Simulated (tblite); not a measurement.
# C6H12BNSi: the cost of one run

Computed with tblite 0.8.0 and PySCF 2.14.0, with density-fitted response routines of our own, on a single molecule in the gas phase. Atoms are numbered from 0 throughout.

**1. The molecule as given**

21 atoms, charge 0, multiplicity 1; geometry from: force field or distance geometry start.

Bonds of the start (Å): C0–C1 1.32, C1–N2 1.42, N2–Si3 1.80, N2–B4 1.53, B4–C5 1.60, B4–C6 1.56, C6–C7 1.21, C7–C8 1.46, C0–H9 1.10, C0–H10 1.10, C1–H11 1.10, Si3–H12 1.44, Si3–H13 1.48, Si3–H14 1.47, C5–H15 1.11, C5–H16 1.10, C5–H17 1.13, C8–H18 1.12, C8–H19 1.11, C8–H20 1.08.

**2. Optimising the geometry with GFN2-xTB**

The job: settings as JSON, then the geometry in Å.

```
{"job": {"kind": "relax", "xc": "GFN2-xTB", "basis": "xTB"}, "charge": 0, "multiplicity": 1}
C     -2.108000     0.983800     1.836000
C     -1.058300     0.603300     1.139200
N     -1.106600     0.184800    -0.212700
Si    -2.458300     0.651500    -1.313500
B      0.060900    -0.683100    -0.684000
C     -0.166100    -2.261800    -0.539100
C      1.507500    -0.176800    -0.398700
C      2.628100     0.224800    -0.157900
C      3.984200     0.690700     0.123400
H     -1.927800     1.275300     2.885300
H     -3.120800     1.020300     1.412200
H     -0.085800     0.586700     1.643600
H     -1.877200     0.905700    -2.610000
H     -3.350400    -0.517200    -1.467600
H     -3.169400     1.852700    -0.844300
H     -1.244500    -2.431000    -0.365100
H      0.206500    -2.826600    -1.407000
H      0.377200    -2.571200     0.397200
H      3.951700     1.239700     1.094300
H      4.296300     1.418700    -0.651900
H      4.652000    -0.153400     0.120200
```

Command:

```bash
$ OMP_NUM_THREADS=1 python probes_run.py task.json out
```

One launch serves the whole session: the jobs run in the order shown.

**Question.** How long does this first job take on 1 thread of Arm Neoverse N1, shared host?

About 3.2 s.
